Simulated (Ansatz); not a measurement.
# ClH₂PSSi, SMILES Cl[SiH]1PS1: a single point from an input written key by key

Run with Ansatz 0.2.0 through its Python package.

Contents of `clh2pssi.yaml`:
```yaml
crystal:
  periodic: [false, false, false]
  atoms:
    - { symbol: Cl, position_ang: [-1.685, 0.9204, -0.924] }
    - { symbol: Si, position_ang: [0.1412, 0.2369, -0.7131] }
    - { symbol: P, position_ang: [0.7689, -0.0702, 1.3282] }
    - { symbol: S, position_ang: [0.1763, -1.6856, 0.1892] }
    - { symbol: H, position_ang: [1.0609, 0.2595, -1.899] }
    - { symbol: H, position_ang: [-0.4201, 0.2749, 1.9725] }
basis:
  gaussian: { orbitals: cc-pVDZ }
hamiltonian:
  xc: b3lyp
output:
  forces: true
```

`deck_clh2pssi.py`:
```python
# -*- coding: utf-8 -*-
"""ClH2PSSi through the session interface."""

import ansatz as az
import numpy as np
import pandas as pd

session = az.Session.from_deck("clh2pssi.yaml")
data = session.plan(threads=1).execute().report

print("reference energy %16.6f eV" % data["reference_energy_ev"])
print("total energy     %16.6f eV" % data["free_energy_ev"])
print("occupied orbitals outside the frozen core (up, down):", data["n_occupied"], " frozen:", data["n_frozen"], " virtual:", data["n_virtual"])
symbols = ["Cl", "Si", "P", "S", "H", "H"]
state = data["mean_field"]["state"]
print(f"mean field: {state['energy']['hartree']:.7f} Ha, <S^2> = {abs(state['spin_squared']):.4f}, stability: {state.get('stability', {}).get('kind')}")

print("forces (eV/A)")
for symbol, f in zip(symbols, data["forces_ev_ang"]):
    print(f"  {symbol:2s} {f[0]:9.4f} {f[1]:9.4f} {f[2]:9.4f}")
charges = data["charge_distribution"]
table = pd.DataFrame({"atom": symbols, "mulliken": charges["mulliken_charges_e"], "lowdin": charges["lowdin_charges_e"]})
print(table.round(3).to_string())
print("dipole (e A):", np.round(charges["dipole_moment_e_ang"], 4) + 0.0)
```

Output of `python deck_clh2pssi.py`:
```text
reference energy    -40560.097624 eV
total energy        -40560.097624 eV
occupied orbitals outside the frozen core (up, down): [32, 32]  frozen: 0  virtual: [50, 50]
mean field: -1490.5560951 Ha, <S^2> = 0.0000, stability: minimum
forces (eV/A)
  Cl   -2.5221    1.2434   -0.7605
  Si    1.9487   -1.0919   -0.6381
  P     2.5097    1.4651    2.1149
  S    -0.6519   -2.3918   -1.1854
  H    -0.2957    0.3948    0.2371
  H    -0.9886    0.3805    0.2319
  atom  mulliken  lowdin
0   Cl    -0.126   0.252
1   Si     0.294  -0.376
2    P     0.030   0.121
3    S    -0.205   0.103
4    H    -0.003  -0.040
5    H     0.010  -0.060
dipole (e A): [-0.0005  0.2943 -0.1438]
```

Caveats:
- Total energies depend on the basis set; only differences at equal settings carry meaning.
- The geometry is a force-field or estimated start, not a minimum of this method, and the basis set is short of its limit.
- The Löwdin charges here are taken after orthogonalising the functions within each atom; they differ from plain Löwdin charges, and their signs can be unphysical.
- It ran for 4.2 s on 1 thread of Arm Neoverse V2 (shared host), peak memory 0.27 GiB.

(A comment or docstring line of the script was reworded after the run, the code is as it ran; lines on the test bed's own set-up are left out of the output.)
